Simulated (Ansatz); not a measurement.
# VWC2: single point with PBEsol

The system is VWC2.

```
W V C
1.0
     1.51704    0.87586    4.93389
    -1.51704    0.87586    4.93389
     0.00000   -1.75173    4.93389
W V C
1 1 2
Direct
  0.00000 0.00000 0.00000
  0.50000 0.50000 0.50000
  0.24649 0.24649 0.24649
  0.75351 0.75351 0.75351
```

The cell comes from a database or a generator and needn't be the stable form of this composition.

```json
{"Program": "Ansatz 0.2.0", "Task": "single point", "Functional": "PBEsol", "Potentials or basis": "Ansatz PAW", "Cutoff": "420 eV (not typed: the program's choice for these potentials)", "k mesh": "9 × 9 × 9", "Occupations": "fermi-dirac, width 0.05 eV", "Spin": "collinear spin, ferromagnetic start", "Starting moments": "[0.0, 3.0, 0.0, 0.0] μB", "Fixed moment": "3 μB"}
```

* Pressure: 2.6 GPa
* Largest force: 0.594 eV/Å
* Net moment: 3.00 μB per cell
* Absolute moment: 3.00 μB per cell
* Site moments: W +0.52; V +1.30; C +0.15 μB

Forces on the atoms (eV/Å):
```
W    0.000  0.000  0.000
V    0.000  0.000  0.000
C    0.000  0.000  0.594
C    0.000  0.000 -0.594
```

Stress tensor (GPa, compression positive):
```
3.08 0.00 0.00
0.00 3.08 0.00
0.00 0.00 1.69
```

Run time: 8.6 s on 2 threads of Arm Neoverse V1, with other jobs on the host, peak memory 0.43 GiB.

Caveat: the pressure holds a Pulay correction of +0.3 GPa for the finite cutoff; the total moment is fixed, so each spin has its own Fermi level; the PAW data sets come from PBE, with cores solved anew for the run's functional, which leaves a small shift of forces and pressure; the thresholds are loose for stress. Spin-orbit coupling is left out, which matters for the levels of W.
